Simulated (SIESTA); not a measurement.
Runs of SIESTA 5.4.2 on Ta. The cell holds a slab with vacuum, 5 atoms: a = 2.860 Å, b = 2.860 Å, c = 24.341 Å, α = 90.00°, β = 90.00°, γ = 109.47°. The slab is cut from a database's or a generator's crystal, which needn't be the stable form of the element.

```csv
level,potentials or basis,gap on the mesh (eV),largest force (eV/Å)
PBE,"PseudoDojo 0.4 standard (PBE files), DZP (energy shift 0.003 Ry; two zetas on semicore shells)",none,0.46
RPBE,"PseudoDojo 0.4 standard (PBE files), DZP (energy shift 0.003 Ry; two zetas on semicore shells)",none,0.46
PW91,"PseudoDojo 0.4 standard (PBE files), DZP (energy shift 0.003 Ry; two zetas on semicore shells)",none,(a)
LDA,"PseudoDojo 0.4 standard (LDA files), DZP (energy shift 0.003 Ry; two zetas on semicore shells)",none,0.96
PBEsol,"PseudoDojo 0.4 standard (PBEsol files), DZP (energy shift 0.003 Ry; two zetas on semicore shells)",none,0.66
```

Alike in all rows: task band structure; no spin polarisation; cell as given; k mesh 10 × 10 × 1; smearing fermi-dirac 0.05 eV; grid cutoff 800 Ry; energy shift 0.003 Ry.

Problem. Estimate the missing entries.

Solution. (a) 0.45.

Caveats: the basis of atomic orbitals isn't converged, which shifts pressures, moduli and gaps; the potentials were made for another functional, which shifts forces and pressure (some runs).

A k mesh can miss the band edges, and the runs leave out spin-orbit coupling on Ta.

A gap of «none» marks a metal or a gap under the smearing width.

Not every run made on this cell is shown here.
